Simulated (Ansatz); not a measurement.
# AlClGa₂H₅N: basis-set convergence

One table from this session's results is given with a row withheld; the runs are named, their logs left out.

The runs use Ansatz 0.2.0, Gaussian basis; one geometry, several basis sets.

Plan: PBE0-D4/def2-SVP; ωB97M-V/def2-SVP; PBE0-D4/def2-QZVPP; ωB97M-V/def2-QZVPP; the functionals' def2-TZVPP values are taken from earlier runs.

## The geometry

An earlier PBE0-D4 in a triple-zeta def2 set relaxation fixed the geometry.

SMILES `[AlH2][NH][Ga]([Cl])[GaH2]`, 10 atoms, charge 0, spin multiplicity 1.

Atoms are counted from 1 here; the program's logs count them from 0.

Bond lengths: Al1–N2 1.754 Å, Al1–H6 1.573 Å, Al1–H7 1.643 Å, N2–Ga3 1.877 Å, N2–H8 1.010 Å, Ga3–Cl4 2.158 Å, Ga3–Ga5 2.459 Å, Ga5–H9 1.568 Å, Ga5–H10 1.568 Å. Angles: N2–Al1–H6 132.0°, N2–Al1–H7 111.7°, H6–Al1–H7 116.2°, Al1–N2–Ga3 111.1°, Al1–N2–H8 127.0°, Ga3–N2–H8 121.8°, N2–Ga3–Cl4 113.3°, N2–Ga3–Ga5 103.7°, Cl4–Ga3–Ga5 143.1°, Ga3–Ga5–H9 118.6°, Ga3–Ga5–H10 118.6°, H9–Ga5–H10 121.8°.

Coordinates:

```xyz
10
AlClGa2H5N
Al   -1.5819    0.0892    0.5360
N    -0.8755   -1.2797   -0.3029
Ga    0.9253   -0.9600   -0.7227
Cl    1.8640   -2.6041   -1.7581
Ga    1.3372    1.2958    0.1653
H    -3.0257    0.3453    1.1044
H    -0.4943    1.3035    0.7424
H    -1.3346   -2.1453   -0.5497
H     1.9689    1.4361    1.5938
H     1.2165    2.5192   -0.8085
```

Set-up of the first run:

in.yaml

```yaml
crystal:
  periodic: [false, false, false]
  atoms:
    - {symbol: Al, position_ang: [-1.581898, 0.089237, 0.535979]}
    - {symbol: N, position_ang: [-0.875537, -1.279683, -0.302919]}
    - {symbol: Ga, position_ang: [0.925320, -0.960010, -0.722709]}
    - {symbol: Cl, position_ang: [1.864046, -2.604123, -1.758080]}
    - {symbol: Ga, position_ang: [1.337249, 1.295832, 0.165264]}
    - {symbol: H, position_ang: [-3.025684, 0.345295, 1.104428]}
    - {symbol: H, position_ang: [-0.494279, 1.303464, 0.742420]}
    - {symbol: H, position_ang: [-1.334625, -2.145299, -0.549702]}
    - {symbol: H, position_ang: [1.968911, 1.436079, 1.593792]}
    - {symbol: H, position_ang: [1.216497, 2.519208, -0.808473]}
basis:
  gaussian: {orbitals: def2-SVP}
hamiltonian: {xc: pbe0, dispersion: d4}
output: {orbitals: {seedname: orbitals}}
```

On the command line:

```sh
> ansatz run in.yaml --threads 2 --pin off --events-out ev --progress --plain --max-ram 32768MiB --backend cpu
```

Steps of the session up to this table: PBE0-D4 in def2-SVP; ωB97M-V in def2-SVP; PBE0-D4 in def2-QZVPP; ωB97M-V in def2-QZVPP.

One of the session's tables, all rows but one given; the rest of the session is left out.

It belongs to the step «Functionals by basis». 

| functional | basis | HOMO (eV) | LUMO (eV) |
| --- | --- | --- | --- |
| PBE0-D4 | def2-SVP | ? | ? |
| PBE0-D4 | def2-TZVPP | -7.22 | -1.49 |
| PBE0-D4 | def2-QZVPP | -7.24 | -1.54 |
| ωB97M-V | def2-SVP | -9.14 | 0.34 |
| ωB97M-V | def2-TZVPP | -9.23 | 0.13 |
| ωB97M-V | def2-QZVPP | -9.26 | -0.06 |

Estimate the missing values for PBE0-D4, def2-SVP.

As computed: HOMO (eV): -7.16; LUMO (eV): -1.38. In the column «HOMO (eV)» it is the highest.
